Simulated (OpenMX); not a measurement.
Runs of OpenMX 3.8.5 on BiS. Symmetry: P4/mmm, No. 123, tetragonal system. Conventional cell: a = 3.843 Å, b = 3.843 Å, c = 4.003 Å, α = 90.00°, β = 90.00°, γ = 90.00°. Around Bi (site symmetry 4/mmm) lie 8 S at 3.37 Å and 4 Bi at 3.84 Å. S (site symmetry 4/mmm) has 8 Bi at 3.37 Å and 4 S at 3.84 Å as nearest neighbours. The cell was built by a generator and needn't be a form met in nature.

```tsv
spin	cell	SCF threshold	pressure (GPa)	moment (μB)
off	P4/mmm, 29.56 Å³/atom	1e-08 Ha	(b)	-
off	P4/mmm, 33.37 Å³/atom	1e-08 Ha	-10.4	-
off	P4/mmm, 30.8 Å³/atom	1e-08 Ha	-9.9	-
non-collinear, zero start	Pm-3m, 32.07 Å³/atom	1e-07 Ha	-	0.00
off	Pm-3m, 32.07 Å³/atom	1e-08 Ha	(a)	-
non-collinear, zero start, SOC	Pm-3m, 32.07 Å³/atom	1e-07 Ha	-	0.00
off	P4/mmm, 34.69 Å³/atom	1e-08 Ha	-10.5	-
```

Alike in all rows: task band structure; level PBE; potentials or basis OpenMX 2013 PBE set, Bi8.0-s3p2d2f1, S7.0-s2p2d1f1, grid cutoff 500 Ry; k mesh 5 × 5 × 5; smearing fermi-dirac 0.05 eV.

Fill in the values left out.

(a) -10.2; (b) -9.2.

Caveats: the basis has few d functions beyond the semicore shells, which can make volumes several per cent too large; the basis of atomic orbitals isn't converged, which shifts pressures, moduli and gaps; total energies with and without spin-orbit coupling shouldn't be compared in this program (some runs).
